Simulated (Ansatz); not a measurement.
# Pt16W: the cost of one run

Method: DFT LDA, plane waves, PAW, scalar-relativistic, no spin polarisation, in Ansatz 0.2.0.

## Step 1: The system as given

The cell holds 17 atoms (Pt16W): a = 5.544 Å, b = 5.544 Å, c = 16.880 Å, α = 90.00°, β = 90.00°, γ = 90.00°.

Its coordinates follow in the input file.

## Step 2: Preparing the start

input.yaml reads:

```yaml
crystal:
  lattice:
    - [5.543717, 0.0, 0.0]
    - [0.0, 5.543717, 0.0]
    - [0.0, 0.0, 16.88]
  atoms:
    - { symbol: Pt, position: [0.25, 0.25, 0.0592417] }
    - { symbol: Pt, position: [0.75, 0.25, 0.0592417] }
    - { symbol: Pt, position: [0.25, 0.75, 0.0592417] }
    - { symbol: Pt, position: [0.75, 0.75, 0.0592417] }
    - { symbol: Pt, position: [0.0, 0.0, 0.1753555] }
    - { symbol: Pt, position: [0.5, 0.0, 0.1753555] }
    - { symbol: Pt, position: [0.0, 0.5, 0.1753555] }
    - { symbol: Pt, position: [0.5, 0.5, 0.1753555] }
    - { symbol: Pt, position: [0.25, 0.25, 0.2914692] }
    - { symbol: Pt, position: [0.75, 0.25, 0.2914692] }
    - { symbol: Pt, position: [0.25, 0.75, 0.2914692] }
    - { symbol: Pt, position: [0.75, 0.75, 0.2914692] }
    - { symbol: Pt, position: [0.0, 0.0, 0.4075829] }
    - { symbol: Pt, position: [0.5, 0.0, 0.4075829] }
    - { symbol: Pt, position: [0.0, 0.5, 0.4075829] }
    - { symbol: Pt, position: [0.5, 0.5, 0.4075829] }
    - { symbol: W, position: [0.3397742, 0.1814439, 0.5704976] }
basis:
  ecutwfc: 420.0
kpoints:
  mp_grid: { grid: [2, 2, 1] }
hamiltonian:
  xc: lda
  pseudopotentials: { kind: paw, azcp: { folder: soft_1 } }
scf:
  occupations: { method: fermi_dirac, width: 0.05 }
  lower_state_search: "off"
relax:
  f_tol: 0.08
  max_steps: 25
  adjacent_minimum: "off"
  constraints: [{ sites: [0, 1, 2, 3] }]
```

Launch:

```
$ ansatz run input.yaml --threads 2 --pin off --max-ram 5120MiB --backend cpu --events-out ev --progress --plain --runs-dir out
```

What time and memory should one allow on 2 threads of Intel Xeon Platinum 8488C (Sapphire Rapids), shared host?

About 1.7 min, with a peak of 1.2 GiB.
